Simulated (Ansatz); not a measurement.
Crystal: NbTe.

```
CELL_PARAMETERS angstrom
3.70297 0.00000 0.00000
-1.85149 3.20687 0.00000
0.00000 0.00000 3.69421
ATOMIC_POSITIONS crystal
Te 0.66667 0.33333 0.00000
Nb 0.00000 0.00000 0.50000
```

The cell comes from a database or a generator and needn't be the stable form of this composition.

* Program: Ansatz 0.2.0
* Task: relaxation of cell and atoms
* Functional: PBE0
* Potentials or basis: Ansatz PAW
* Cutoff: 420 eV (not typed: the program's choice for these potentials)
* k mesh: 4 × 4 × 4
* Occupations: fermi-dirac, width 0.05 eV
* Spin: no spin polarisation

At the start: volume 21.93 Å³/atom.

**Question.** How do energy, volume and symmetry change on relaxing?

**Answer.** It ends after 5 steps and the volume is 21.11 Å³/atom (-3.8 %); space group P-6m2 (No. 187, to 0.05 Å).

The path:
```tsv
step	energy change (eV)	largest force (eV/Å)	volume (Å³)
1	0.0000	0.0000	43.87
2	-0.0335	0.0000	42.46
3	-0.0337	0.0000	42.09
4	-0.0341	0.0000	42.22
5	-0.0337	0.0000	42.22
```

Final structure:
```xyz
2
Lattice="3.6744 0.0000 0.0000 -1.8372 3.1821 0.0000 0.0000 0.0000 3.6109" Properties=species:S:1:pos:R:3 pbc="T T T"
Te    1.8372    1.0607    0.0000
Nb    0.0000    0.0000    1.8055
```

Caveat: the k mesh is coarse (spacing up to 0.49 Å⁻¹), so the values aren't converged, least of all with exact exchange; the plane-wave basis is chosen anew once the cell has moved, so the energies of steps on either side of that aren't comparable; the PAW data sets come from PBE, with cores solved anew for the run's functional, which leaves a small shift of forces and pressure.
